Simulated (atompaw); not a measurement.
# Cu: the cost of one run

The numbers are computed with atompaw 4.2.0.5 (PBE, scalar-relativistic, spin-unpolarised reference atom).

## 1. Starting point

The settings as typed:

| Property | Result |
| --- | --- |
| element | copper (Cu, Z = 29) |
| type | PAW |
| frozen core | [Ne] |
| valence charge | 19 |
| reference configuration | 3s2 3p6 3d10 4s0 4p1 |
| partial waves | 3s (bound); 4s (bound, empty); 3p (bound); 4p (bound); 3d (bound); 3d channel at 0.35 Ry |
| local potential | troulliermartins scheme with l = 3 at 0 Ry, radius 1.05 bohr |
| core correction | smooth core density matched at 1.15 bohr |
| augmentation charge | besselshape compensation charge, radius 1.05 bohr; PAW radius 1.40 bohr; waves and projectors: bloechl |

An earlier all-electron run gives the scale for the radii.

All-electron outer shells of the reference configuration (PBE, scalar-relativistic, ld1.x):

```csv
shell,level (eV),outermost node (bohr),outermost maximum (bohr)
2s,-1064.45,0.07,0.20
2p,-918.96,–,0.16
3s,-116.83,0.29,0.61
3p,-74.29,0.26,0.62
3d,-7.15,–,0.60
4s,-6.07,0.89,2.21
4p,-1.71,0.97,3.35
```

## 2. Generation

Contents of Cu.input:

```
Cu 29
GGA-PBE scalarrelativistic loggrid 1500 logderivrange -11 5 401
4 4 3 0 0 0
4 0 0
4 1 1
0 0 0
c
c
v
v
c
v
v
v
2
1.40 1.05 1.05 1.15
n
n
y
0.35
n
bloechl besselshape
3 0 troulliermartins
PWSCFOUT
UPFDX 0.0125d0 UPFXMIN -7.d0 UPFZMESH 29.d0
END
```

Launch:

```console
$ atompaw < Cu.input > Cu.log
```

**Question.** How long does this run take on 1 thread of Intel Xeon Platinum 8259CL at 2.50GHz, shared host?

About 10 s.
